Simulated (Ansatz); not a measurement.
Run this with Ansatz 0.2.0, Python API and show what comes out.

`agau3.py`:
```python
# -*- coding: utf-8 -*-
"""Stability of Ag-Au compounds against each other, after relaxing cells and atoms."""

from collections import Counter
import warnings

import ansatz as az
import numpy as np
from scipy.spatial import ConvexHull
from tabulate import tabulate

PHASES = {
    "AgAu3 Pm-3m": (
        [(4.121632, 0.0, 0.0), (0.0, 4.121632, 0.0), (0.0, 0.0, 4.121632)],
        [
            ("Ag", (0.5, 0.5, 0.5)),
            ("Au", (0.5, 0.0, 0.0)),
            ("Au", (0.0, 0.5, 0.0)),
            ("Au", (0.0, 0.0, 0.5)),
        ],
    ),
    "AgAu P-6m2": (
        [(2.935167, 0.0, 0.0), (-1.467583, 2.541929, 0.0), (0.0, 0.0, 4.696905)],
        [
            ("Ag", (0.0, 0.0, 0.5)),
            ("Au", (2 / 3, 1 / 3, 0.0)),
        ],
    ),
    "Ag": (
        [(0.0, 2.04275, 2.04275), (2.04275, 0.0, 2.04275), (2.04275, 2.04275, 0.0)],
        [
            ("Ag", (0.0, 0.0, 0.0)),
        ],
    ),
    "Au": (
        [(0.0, 2.035, 2.035), (2.035, 0.0, 2.035), (2.035, 2.035, 0.0)],
        [
            ("Au", (0.0, 0.0, 0.0)),
        ],
    ),
}


def build(vectors, sites):
    crystal = az.Crystal(lattice=az.Lattice.of(vectors))
    for symbol, position in sites:
        crystal = crystal.atom(symbol, position)
    return crystal


def ground_state(name, crystal):
    calc = (
        crystal.calculation()
        .functional("pbesol")
        .basis(420)
        .kpoints(spacing=0.33)
        .occupations("fermi_dirac", width=0.1)
    )
    calc = calc.relax(force_tolerance=0.01, cell=True)
    return calc.run(threads=1, pin="off")


def counts(outcome):
    return Counter(site.symbol for site in outcome.lattice.sites)

def formation_energy(outcome, mu):
    n = counts(outcome)
    return (outcome.report["energy_sigma0_ev"] - sum(k * mu[element] for element, k in n.items())) / sum(n.values())


def main():
    warnings.simplefilter("ignore")

    phases = {name: build(*cell) for name, cell in PHASES.items()}

    done = {name: ground_state(name, crystal) for name, crystal in phases.items()}

    # chemical potentials of the elements at zero temperature
    references = {"Ag": "Ag", "Au": "Au"}
    mu = {element: done[name].report["energy_sigma0_ev"] / len(done[name].lattice.sites) for element, name in references.items()}
    points = sorted((counts(o)["Au"] / len(o.lattice.sites), formation_energy(o, mu), name) for name, o in done.items())

    xy = np.array([(x, e) for x, e, _ in points] + [(0.5, 10.0)])
    hull = sorted(tuple(xy[i]) for i in ConvexHull(xy).vertices if xy[i, 1] < 5)
    rows = [(name, x, e, e - np.interp(x, *zip(*hull))) for x, e, name in points]
    print(tabulate(rows, headers=["phase", "x(Au)", "E_form (eV/atom)", "above hull (eV/atom)"], floatfmt=".4f", tablefmt="psql"))
    print("on the hull of these phases:", ", ".join(row[0] for row in rows if row[3] < 1e-6))


if __name__ == "__main__":
    main()
```

```console
$ python agau3.py
+-------------+---------+--------------------+------------------------+
| phase       |   x(Au) |   E_form (eV/atom) |   above hull (eV/atom) |
|-------------+---------+--------------------+------------------------|
| Ag          |  0.0000 |             0.0000 |                 0.0000 |
| AgAu P-6m2  |  0.5000 |             0.0161 |                 0.0161 |
| AgAu3 Pm-3m |  0.7500 |             0.0097 |                 0.0097 |
| Au          |  1.0000 |             0.0000 |                 0.0000 |
+-------------+---------+--------------------+------------------------+
on the hull of these phases: Ag, Au
```

Notes:
- For the metals among these phases the mesh is modest: differences between phases can be off by up to 40 meV an atom.
- Spin-orbit coupling, which matters for elements this heavy, is left out.
- The cells come from databases of deposited and of computed structures, and not all need be stable phases.
- Differences under about 40 meV an atom lie within the error of mesh and functional, so such verdicts may flip; only the cells listed enter the hull.
- Run time: 40 s on 1 thread of Intel(R) Xeon(R) Platinum 8175M CPU @ 2.50GHz (Skylake/Cascade Lake) (shared host), peak memory 0.48 GiB.

(A comment or docstring line of the script was reworded after the run, the code is as it ran.)
